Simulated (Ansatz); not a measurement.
From input file to script: CsRb2TiF6, space group Fm-3m in Ansatz 0.2.0.

```yaml
crystal:
  lattice:
    - [0.0, 4.793147, 4.793147]
    - [4.793147, 0.0, 4.793147]
    - [4.793147, 4.793147, 0.0]
  atoms:
    - { symbol: Cs, position: [0.5, 0.5, 0.5] }
    - { symbol: Rb, position: [0.75, 0.75, 0.75] }
    - { symbol: Rb, position: [0.25, 0.25, 0.25] }
    - { symbol: Ti, position: [0.0, 0.0, 0.0] }
    - { symbol: F, position: [0.792174, 0.207826, 0.207826] }
    - { symbol: F, position: [0.207826, 0.207826, 0.792174] }
    - { symbol: F, position: [0.207826, 0.792174, 0.792174] }
    - { symbol: F, position: [0.207826, 0.792174, 0.207826] }
    - { symbol: F, position: [0.792174, 0.207826, 0.792174] }
    - { symbol: F, position: [0.792174, 0.792174, 0.207826] }
basis:
  ecutwfc: 420.0
kpoints:
  mp_grid: { grid: [4, 4, 4] }
hamiltonian:
  xc: lda
scf:
  occupations: { method: fermi_dirac, width: 0.1 }
output:
  write_density: true
  populations: true
  stress: true
```

The program run on that file:
```console
$ ansatz run input.yaml --threads 1 --pin off --max-ram 3072MiB --backend cpu --events-out ev --progress --plain --runs-dir out
Engine: ansatz 0.2.0, aarch64-unknown-linux-gnu
Pseudopotentials: kind: paw
Pseudopotential: Cs, paw, valence charge 9, recommended cutoff 420 eV (normal), Cs.paw.azcp
Pseudopotential: Rb, paw, valence charge 9, recommended cutoff 420 eV (normal), Rb.paw.azcp
Pseudopotential: Ti, paw, valence charge 12, recommended cutoff 420 eV (normal), Ti.paw.azcp
Pseudopotential: F, paw, valence charge 7, recommended cutoff 420 eV (normal), F.paw.azcp
Functional definition: SPW92
  exchange = slater_x
  correlation = pw_c
Crystal: 10 atoms, lattice volume = 220.238 Å³
Basis set: ecut = 420 eV, 4285 PW (Γ)
Bands: 51, of which v1, the nominal top of the filled ones, is band 41 counted from 1 (40 counted from 0)
Symmetry: 48 space group operations
Space group: Fm-3m (ITA 225), of the structure as read, at distance tolerance 6.0e-5 Å
k-points: 8 of 64
Non-local potential: Cs, projectors of the file, l = 0: 3, l = 1: 2, l = 2: 2, l = 3: 2
Non-local potential: Rb, projectors of the file, l = 0: 3, l = 1: 2, l = 2: 2
Non-local potential: Ti, projectors of the file, l = 0: 3, l = 1: 2, l = 2: 3, l = 3: 1
Non-local potential: F, projectors of the file, l = 0: 2, l = 1: 2, l = 2: 1
PAW form: soft (Blöchl's): semilocal exchange-correlation on the pseudo side does not see the compensation charge
PAW frozen core: Cs, regenerated for the run's functional, and the local potential with it (the file was generated under x = pbe(κ = 0.804, μ = 0.2195149727645171), c = pbe(β = 0.06672455060314922))
PAW frozen core: Rb, regenerated for the run's functional, and the local potential with it (the file was generated under x = pbe(κ = 0.804, μ = 0.2195149727645171), c = pbe(β = 0.06672455060314922))
PAW frozen core: Ti, regenerated for the run's functional, and the local potential with it (the file was generated under x = pbe(κ = 0.804, μ = 0.2195149727645171), c = pbe(β = 0.06672455060314922))
PAW frozen core: F, regenerated for the run's functional, and the local potential with it (the file was generated under x = pbe(κ = 0.804, μ = 0.2195149727645171), c = pbe(β = 0.06672455060314922))
PAW one-centre angular grid: Cs, 194 points (default); XC on 64 Gauss nodes
PAW one-centre angular grid: Rb, 110 points (default); XC on 64 Gauss nodes
PAW one-centre angular grid: Ti, 590 points (default); XC on 64 Gauss nodes
PAW one-centre angular grid: F, 110 points (default); XC on 64 Gauss nodes
Initial density: superposition of atomic densities (neutral atoms: chi_scale 0, normalization atom), corrected by the library's trained network
Initial wavefunctions: pseudopotential atomic-orbital guess
Functional: x = slater, c = lda
SCF iter   1: F=—  HF=-19072.048514 eV  |F-HF|=—  |Δ(HF+E_count)|=         —  Δρ=1.45e-2  dr2=3.38e-1  ethr=1.77e-3  ⟨swp⟩=8.2  Hψ=1884  notcnv=0
preconditioner: auto → LDOS  [insulator: Δε(μ)=0.453 eV  Ē_g=10.253 eV  σ=0.100 eV  W_gap=0.65  n_scr=58 (ndim 8)  ℏωp=18.6 eV  f_vac=0.150  D(μ)=8.05/eV (n_scr^D=58)  ε∞_Penn≈4.3  β→1.0]
SCF iter   2: F=—  HF=-19071.991364 eV  |F-HF|=—  |Δ(HF+E_count)|=   5.72e-2  Δρ=1.02e-2  dr2=1.10e-1  ethr=4.18e-4  ⟨swp⟩=2.5  Hψ=843  notcnv=0
SCF iter   3: F=—  HF=-19071.959461 eV  |F-HF|=—  |Δ(HF+E_count)|=   3.19e-2  Δρ=1.63e-3  dr2=6.18e-3  ethr=1.36e-4  ⟨swp⟩=2.0  Hψ=768  notcnv=0
SCF iter   4: F=—  HF=-19071.958501 eV  |F-HF|=—  |Δ(HF+E_count)|=   9.60e-4  Δρ=6.55e-4  dr2=1.55e-3  ethr=7.63e-6  ⟨swp⟩=2.5  Hψ=613  notcnv=0
SCF iter   5: F=—  HF=-19071.958295 eV  |F-HF|=—  |Δ(HF+E_count)|=   2.06e-4  Δρ=2.83e-4  dr2=2.25e-4  ethr=1.91e-6  ⟨swp⟩=1.4  Hψ=413  notcnv=0
SCF iter   6: F=—  HF=-19071.958253 eV  |F-HF|=—  |Δ(HF+E_count)|=   4.22e-5  Δρ=3.62e-5  dr2=2.26e-6  ethr=2.78e-7  ⟨swp⟩=2.0  Hψ=745  notcnv=0
SCF iter   7: F=—  HF=-19071.958087 eV  |F-HF|=—  |Δ(HF+E_count)|=   1.66e-4  Δρ=8.09e-6  dr2=2.19e-7  ethr=2.79e-9  ⟨swp⟩=2.4  Hψ=740  notcnv=0
SCF iter   8: F=-19071.958087 eV  HF=-19071.958087 eV  |F-HF|=4.37e-11  |Δ(HF+E_count)|=   2.42e-8  Δρ=6.90e-7  dr2=5.02e-10  ethr=1.23e-10  ⟨swp⟩=6.1  Hψ=1521  notcnv=0
SCF 1 converged in 8 iterations: F = -19071.958087 eV  dr2 = 5.02e-10
  greatest PAW one-centre occupation: 0.999 electrons in one spin orbital (limit 2), on the Ti atom at site 3 (counted from 0), in its partial waves of l = 0
SCF converged after 8 iterations
Free energy (F): -19071.958087 eV
Harris-Foulkes:  -19071.958087 eV  (|F-HF|=4.37e-11)
Internal energy: -19071.691464 eV  (E = F + TS)
E sigma→0 (E₀):  -19071.824776 eV
Entropy (-TS):   -0.266622 eV (-26.662 meV/atom)
Fermi energy:    6.548667 eV
--- Per-component energies (eV) ---
  E_band       = -721.059014
  E_kinetic    = 2025.164615
  E_local      = -7489.921212  (includes V_loc(G=0)·N_el)
  E_nonlocal   = 851.186190
  E_hartree    = 2845.385251
  E_xc         = -994.816034
  E_vxc        = -1125.845272  (∫ρ·V_xc dr)
  E_paw        = -12071.289042  (= ΣΔE_a)
  E_vpaw       = -672.427080  (= ΣTr[D̂ρ^β])
  E_aug_tail   = 0.012342  (compensation charges beyond the density's cutoff)
  E_ewald      = -4239.232109
  E_core_change = 1.818535  (= ΣΔE_core)
  E_smearing   = -0.266622  (= −TS)
  E_closure    = -0.000000  (closes the sum)
  Σ components = -19071.958087   (vs F -19071.958087, Δ=0.00e0)
--- Stress (GPa, compression-positive) ---
       -4.684829      -0.000000       0.000000
       -0.000000      -4.684829      -0.000000
        0.000000      -0.000000      -4.684829
  P = ⅓ Tr σ = -4.6848 GPa (-46.848 kbar)
--- Band table (eV; the first three rows and the last of 8) ---
  k-point 0: bands = ["-51.9524", "-28.6069", "-28.6069", "-28.6069", "-22.7821", "-22.7714", "-18.4890", "-18.1684", "-18.1684", "-18.0033", "-18.0033", "-18.0033", "-16.3257", "-6.9008", "-6.9008", "-6.9008", "-6.8279", "-6.8279", "-6.8279", "-3.5643", "-3.5643", "-3.5643", "-1.3235", "-1.2180", "-1.2180", "-0.8636", "-0.8636", "-0.8636", "-0.1767", "-0.1767", "-0.1767", "0.2102", "0.2102", "0.2102", "0.4349", "0.4349", "0.4349", "0.6497", "0.6497", "0.6497", "6.2270", "6.6534", "6.6534", "6.6534", "8.3320", "8.3320", "9.3342", "9.3342", "9.5789", "9.5789", "9.5789"]
  k-point 1: bands = ["-51.9524", "-28.6070", "-28.6069", "-28.6069", "-22.7802", "-22.7727", "-18.4593", "-18.1732", "-18.1732", "-18.0482", "-17.9986", "-17.9986", "-16.3115", "-6.8867", "-6.8867", "-6.8767", "-6.8344", "-6.8344", "-6.8180", "-3.6343", "-3.5974", "-3.5974", "-1.1030", "-1.0243", "-1.0243", "-0.8831", "-0.8418", "-0.8418", "-0.3007", "-0.2583", "-0.2583", "0.1581", "0.1581", "0.2310", "0.2560", "0.3048", "0.3048", "0.6262", "0.6391", "0.6391", "6.6917", "6.6947", "6.6947", "6.7737", "8.5739", "8.5739", "9.0817", "9.3827", "9.3827", "9.5467", "9.5467"]
  k-point 2: bands = ["-51.9524", "-28.6070", "-28.6069", "-28.6069", "-22.7762", "-22.7761", "-18.4218", "-18.1777", "-18.1777", "-18.1005", "-17.9941", "-17.9941", "-16.2977", "-6.8633", "-6.8633", "-6.8502", "-6.8502", "-6.8307", "-6.8303", "-3.6969", "-3.6286", "-3.6286", "-0.9318", "-0.8249", "-0.8249", "-0.6611", "-0.6275", "-0.6275", "-0.5948", "-0.5453", "-0.5453", "0.0553", "0.0888", "0.0888", "0.2071", "0.2071", "0.2554", "0.5996", "0.6204", "0.6204", "6.7331", "6.7369", "6.7369", "7.8411", "8.1475", "8.8385", "8.8385", "9.3214", "9.3214", "9.5074", "9.9908"]
  k-point 7: bands = ["-51.9524", "-28.6070", "-28.6070", "-28.6070", "-22.7759", "-22.7759", "-18.4171", "-18.2416", "-18.1740", "-18.0196", "-18.0043", "-18.0043", "-16.3067", "-6.8803", "-6.8759", "-6.8493", "-6.8493", "-6.8005", "-6.7973", "-3.6414", "-3.5551", "-3.5551", "-1.3352", "-1.1801", "-0.8986", "-0.8986", "-0.7811", "-0.6339", "-0.5993", "-0.4147", "-0.4147", "0.1486", "0.1486", "0.1749", "0.2353", "0.4929", "0.4929", "0.4941", "0.6411", "0.6411", "6.7150", "6.7150", "6.7694", "8.2869", "8.2869", "8.3518", "8.7679", "9.3396", "9.5816", "9.6601", "9.7011"]
--- Löwdin populations: 10 sites ---
  site symbol       q [e]
     0     Cs      8.1037
     1     Rb      8.1710
     2     Rb      8.1710
     3     Ti     10.6057
     4      F      7.6009
     5      F      7.6009
     6      F      7.6009
     7      F      7.6009
     8      F      7.6009
     9      F      7.6009
  spilling = 0.004234 (of n_electrons = 81.000000)
```

`csrb2tif6_scf.py`:
```python
"""SCF run for CsRb2TiF6."""

from collections import Counter
from pathlib import Path
import json

import ansatz as az
import numpy as np


def main() -> None:
    crystal = (
        az.Lattice.of([0.0, 4.793147, 4.793147], [4.793147, 0.0, 4.793147], [4.793147, 4.793147, 0.0])
        .atom("Cs", [0.5, 0.5, 0.5])
        .atom("Rb", [0.75, 0.75, 0.75])
        .atom("Rb", [0.25, 0.25, 0.25])
        .atom("Ti", [0.0, 0.0, 0.0])
        .atom("F", [0.792174, 0.207826, 0.207826])
        .atom("F", [0.207826, 0.207826, 0.792174])
        .atom("F", [0.207826, 0.792174, 0.792174])
        .atom("F", [0.207826, 0.792174, 0.207826])
        .atom("F", [0.792174, 0.207826, 0.792174])
        .atom("F", [0.792174, 0.792174, 0.207826])
    )

    # the calculation
    setup = (
        crystal.calculation()
        .functional(az.Functional.LDA)
        .basis(420)
        .kpoints(4)
        .occupations("fermi_dirac", width=0.1)  # smearing steadies the SCF of a metal
        .density()
        .populations()
        .stress()
    )
    done = setup.run(events_out="events.ndjson")
    data = done.report
    with open("events.ndjson") as stream:
        kinds = Counter(json.loads(line)["event"] for line in stream)
    print("events:", {kind: kinds[kind] for kind in ("scf_iter", "scf_done", "notice", "finished")})

    print("%-22s %14.5f eV" % ("F = E - TS", data["free_energy_ev"]))
    print("%-22s %14.5f eV" % ("E", data["internal_energy_ev"]))
    print("%-22s %14.5f eV" % ("Harris-Foulkes", data["harris_foulkes_ev"]))
    print("%-22s %14.5f eV" % ("Fermi level", data["fermi_energy_ev"]))

    rho = done.density()
    total = sum(ch.density_e_per_ang3 for ch in rho.channels[:2]) if len(rho.channels) < 3 else rho.channels[0].density_e_per_ang3
    print("grid", rho.dims, "electrons", round(float(total.mean() * rho.cell_volume_ang3), 4))
    print(f"density range {total.min():.4f} to {total.max():.4f} e/A^3")
    print(np.array2string(total[:: max(rho.dims[0] // 8, 1), :: max(rho.dims[1] // 8, 1), 0], precision=3, suppress_small=True))

    files = Path(done.write_results("tables"))
    print((files / "populations.tsv").read_text())

    # pressure is a third of the trace
    print("pressure by term (GPa)")
    for term, tensor in data["stress_terms_gpa"].items():
        if np.any(tensor):
            print(f"  {term:28s} {np.trace(np.array(tensor)) / 3:12.3f}")
    print(f"  {'total':28s} {np.trace(np.array(data['stress_gpa'])) / 3:12.3f}")


if __name__ == "__main__":
    main()
```

`python csrb2tif6_scf.py` gives:
```text
events: {'scf_iter': 8, 'scf_done': 1, 'notice': 2, 'finished': 1}
F = E - TS               -19071.95809 eV
E                        -19071.69146 eV
Harris-Foulkes           -19071.95809 eV
Fermi level                   6.54867 eV
grid (48, 48, 48) electrons 81.0
density range -0.0687 to 13.9936 e/A^3
[[10.091  0.743  0.078  0.016  0.005  0.016  0.078  0.743]
 [ 0.743  0.156  0.053  0.015  0.015  0.053  0.156  0.743]
 [ 0.078  0.053  0.034  0.07   0.034  0.053  0.078  0.156]
 [ 0.016  0.015  0.07   0.07   0.015  0.016  0.053  0.053]
 [ 0.005  0.015  0.034  0.015  0.005  0.015  0.034  0.015]
 [ 0.016  0.053  0.053  0.016  0.015  0.07   0.07   0.015]
 [ 0.078  0.156  0.078  0.053  0.034  0.07   0.034  0.053]
 [ 0.743  0.743  0.156  0.053  0.015  0.015  0.053  0.156]]
# site	symbol	l	j	q
# orbitals = lowdin
# n_electrons = 81.000000
# spilling = 0.004234
0	Cs	0_5S	-	1.929662
0	Cs	0_6S	-	0.236186
0	Cs	1_5P	-	5.937892
1	Rb	0_4S	-	1.968236
1	Rb	0_5S	-	0.229122
1	Rb	1_4P	-	5.973657
2	Rb	0_4S	-	1.968236
2	Rb	0_5S	-	0.229122
2	Rb	1_4P	-	5.973657
3	Ti	0_3S	-	1.962626
3	Ti	0_4S	-	0.350973
3	Ti	1_3P	-	5.996048
3	Ti	2_3D	-	2.296032
4	F	0_2S	-	1.916644
4	F	1_2P	-	5.684290
5	F	0_2S	-	1.916644
5	F	1_2P	-	5.684290
6	F	0_2S	-	1.916644
6	F	1_2P	-	5.684290
7	F	0_2S	-	1.916644
7	F	1_2P	-	5.684290
8	F	0_2S	-	1.916644
8	F	1_2P	-	5.684290
9	F	0_2S	-	1.916644
9	F	1_2P	-	5.684290

pressure by term (GPa)
  kinetic                           982.171
  hartree                           689.982
  ewald                           -1027.979
  local_pseudopotential            -470.843
  nonlocal_pseudopotential          -34.055
  augmentation                       66.244
  nlcc                             -115.343
  xc                                -95.321
  augmentation_tail                   0.003
  scf_correction                      0.000
  pulay_correction                    0.455
  total                              -4.685
```

Reading the output:
- Absolute energies stand on the zero of these potentials, so only differences at equal settings mean something. A total without «per atom» is that of the cell as typed.
- The cell holds an odd number of electrons and is run without spin, so a magnetic state may lie lower.
- For a metal this k-point mesh is coarse: on a finer one energies can move by several to tens of meV an atom and pressures by half a GPa or more, differences at one mesh by less.
- An absolute Fermi energy rests on an arbitrary zero of the periodic potential and has no direct meaning.
- Pressure is positive in compression.
- Densities and potentials on the grid are those of the valence electrons, and inside the cores they hang on the potentials used.
- The structure comes from a database of computed cells and needn't be a stable or known phase.
- Hardware and time: 7.7 s on 1 thread of Arm Neoverse V1, on a shared host, peak memory 0.53 GiB.

(Lines on the test bed's own set-up are left out of the output.)
